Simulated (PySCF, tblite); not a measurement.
# C₇H₈F₂: geometry, infrared bands and NMR shifts

What infrared bands and NMR shifts should C₇H₈F₂ (`C[C@]1(F)C=CC(F)=CC1`) show?

The runs use tblite 0.8.0 and PySCF 2.14.0, with density-fitted response routines of our own; the level of theory stands in each step. All values are computed, except where a source is named. Atoms count from 0, in the outputs and in this text.

**1. The starting structure**

17 atoms, charge 0, multiplicity 1; geometry from: force field or distance geometry start.

Bonds of the start (Å): C0–C1 1.53, C1–F2 1.35, C1–C3 1.51, C3–C4 1.34, C4–C5 1.44, C5–F6 1.35, C5–C7 1.33, C7–C8 1.51, C8–C1 1.55, C0–H9 1.10, C0–H10 1.09, C0–H11 1.10, C3–H12 1.09, C4–H13 1.09, C7–H14 1.08, C8–H15 1.11, C8–H16 1.10.

**2. Geometry optimisation with GFN2-xTB**

The job: settings as JSON, then the geometry in Å.

```
{"job": {"kind": "relax", "xc": "GFN2-xTB", "basis": "xTB"}, "charge": 0, "multiplicity": 1}
C     -1.818900    -0.252500     0.713900
C     -0.846900    -0.177800    -0.461800
F     -1.565900    -0.323700    -1.595500
C      0.123200    -1.334100    -0.368000
C      1.412700    -1.185300    -0.017500
C      1.947700     0.117200     0.260100
F      3.215200     0.190500     0.726500
C      1.264900     1.243500     0.042500
C     -0.137500     1.199900    -0.512500
H     -2.359400    -1.211500     0.730100
H     -1.330500    -0.120500     1.678800
H     -2.599600     0.521700     0.615300
H     -0.271700    -2.329400    -0.567900
H      2.094300    -2.030600     0.035800
H      1.713800     2.211000     0.235300
H     -0.747900     1.951400     0.029500
H     -0.100500     1.542000    -1.554600
```

On the command line:

```bash
$ OMP_NUM_THREADS=1 python probes_run.py task.json out
```

This one command runs all jobs of the session in turn.

**Question.** This job is followed by: GFN2-xTB harmonic vibrations, gas phase; GIAO PBE0/pcSseg-1 NMR shielding, non-relativistic, gas phase. Predict these results of the whole session: strongest single infrared mode (GFN2-xTB); zero-point energy (GFN2-xTB); ¹³C shifts against TMS (PBE0/pcSseg-1); ¹H shifts against TMS (PBE0/pcSseg-1, means over atoms taken as alike); ¹⁹F shifts against CFCl3 (PBE0/pcSseg-1).

The runs gave:

```
                                                              quantity                                             value
                             strongest single infrared mode (GFN2-xTB)                              1143 cm⁻¹, 79 km/mol
                                          zero-point energy (GFN2-xTB)                                     81.9 kcal/mol
                                ¹³C shifts against TMS (PBE0/pcSseg-1)  166.8, 144.2, 126.9, 108.1, 96.7, 38.5, 27.4 ppm
¹H shifts against TMS (PBE0/pcSseg-1, means over atoms taken as alike)            6.26, 6.03, 5.43, 3.19, 2.50, 1.41 ppm
                              ¹⁹F shifts against CFCl3 (PBE0/pcSseg-1)                                -121.0, -174.6 ppm
```

Over 63 steps the energy fell by 0.107 eV; of the close pairs, C1–F2 changed most, 1.350 to 1.397 Å. All 45 modes are real, so the xTB geometry is a minimum. The strongest single mode, at 1143 cm⁻¹, is spread over many atoms; the largest shares are those of H13, C5. Unscaled tight-binding wavenumbers are off by several per cent, some by more. Its intensities can rank the bands wrongly. At PBE0/pcSseg-1: Shielding is most anisotropic at C3 (span 200 ppm, paramagnetic term -214 ppm).
